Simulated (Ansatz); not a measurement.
A nudged elastic band was laid between two geometries of a periodic cell of 15 atoms, TiW14 (host W, host structure bcc, dopant Ti, one W atom removed).

Theory: Ansatz, DFT PBE, scalar-relativistic, plane waves, PAW. Settings: PAW set soft_1, cutoff 420 eV, k mesh 3x3x3, gaussian smearing 0.05 eV, no spin polarisation.

```
movable images  : 5
climbing image  : yes
spring          : 5.0 eV/Å²
optimiser       : quadratic models (default)
start path      : IDPP
force threshold : 0.05 eV/Å
iteration limit : 49
end points      : relaxed
```

Image 0:

```xyz
15
Lattice="6.3200 0.0000 0.0000 0.0000 6.3200 0.0000 0.0000 0.0000 6.3200" Properties=species:S:1:pos:R:3
W 0.010 0.002 0.017
W 3.178 -0.014 0.001
W -0.005 3.169 -0.006
W -0.005 -0.022 3.184
Ti 1.539 1.626 1.641
W 3.163 3.155 0.017
W 3.163 0.002 3.170
W 4.758 1.585 1.600
W 1.579 4.726 1.600
W 1.579 1.585 4.741
W 3.186 3.169 3.184
W 4.776 4.709 1.620
W 4.776 1.605 4.724
W 1.559 4.709 4.724
W 4.753 4.731 4.746
```

Image 6:

Only the atoms that move by more than 0.05 Å are listed.
```
Ti5 0.047 3.113 3.113
W7 3.131 0.029 3.134
W8 4.720 1.569 1.569
W11 3.147 3.153 3.153
W12 4.744 4.736 1.583
```

Task: What changes between the two ends?

Result: Contacts lost: W1–Ti5, W2–Ti5, Ti5–W6, Ti5–W7. Contacts made: Ti5–W12, Ti5–W13, Ti5–W14, Ti5–W15. The atom that moves furthest is Ti5, by 2.57 Å; four of its nearest neighbours are W11 2.73, W4 2.73, W3 2.73, W7 2.76 Å at the first end and W9 2.74, W10 2.74, W8 2.74, W14 2.76 Å at the last.

Task: What energy profile does the band end with?

Result: The run converged. The highest image is number 3 of 0 to 6, 1.02 eV above the ends, which have the same energy within 2 meV. By the program's own check the climbing image is a first-order saddle point (lowest curvatures found: -1.94 and 7.65 eV/Å²). Limits of this set-up: coarse k mesh, a small cell, in which the defect meets its images.

```csv
image,path coordinate (Å),energy (eV),W1–Ti5 (Å),W2–Ti5 (Å),Ti5–W6 (Å)
0,0.00,0.00,2.76,2.84,2.76
1,0.43,0.32,2.92,3.22,2.92
2,0.85,0.82,3.14,3.65,3.15
3,1.28,1.02,3.39,4.09,3.40
4,1.70,0.82,3.68,4.54,3.68
5,2.13,0.32,4.00,4.99,4.00
6,2.55,0.00,4.36,5.38,4.36
```

Task: What is the geometry of the highest image?

Result: 
```xyz
15
Lattice="6.3200 0.0000 0.0000 0.0000 6.3200 0.0000 0.0000 0.0000 6.3200" Properties=species:S:1:pos:R:3
W 0.005 0.033 0.040
W 3.155 0.009 0.016
W -0.031 3.195 -0.053
W -0.031 -0.060 3.202
Ti 0.791 2.368 2.376
W 3.130 3.157 0.039
W 3.130 0.032 3.165
W 4.686 1.545 1.552
W 1.617 4.797 1.553
W 1.619 1.545 4.806
W 3.218 3.192 3.200
W 4.776 4.706 1.589
W 4.777 1.581 4.713
W 1.581 4.707 4.715
W 4.751 4.730 4.737
```

The run took 8.9 min on 4 threads of Intel(R) Xeon(R) Platinum 8375C CPU @ 2.90GHz (Ice Lake), on a shared host, peak memory 3 GiB.
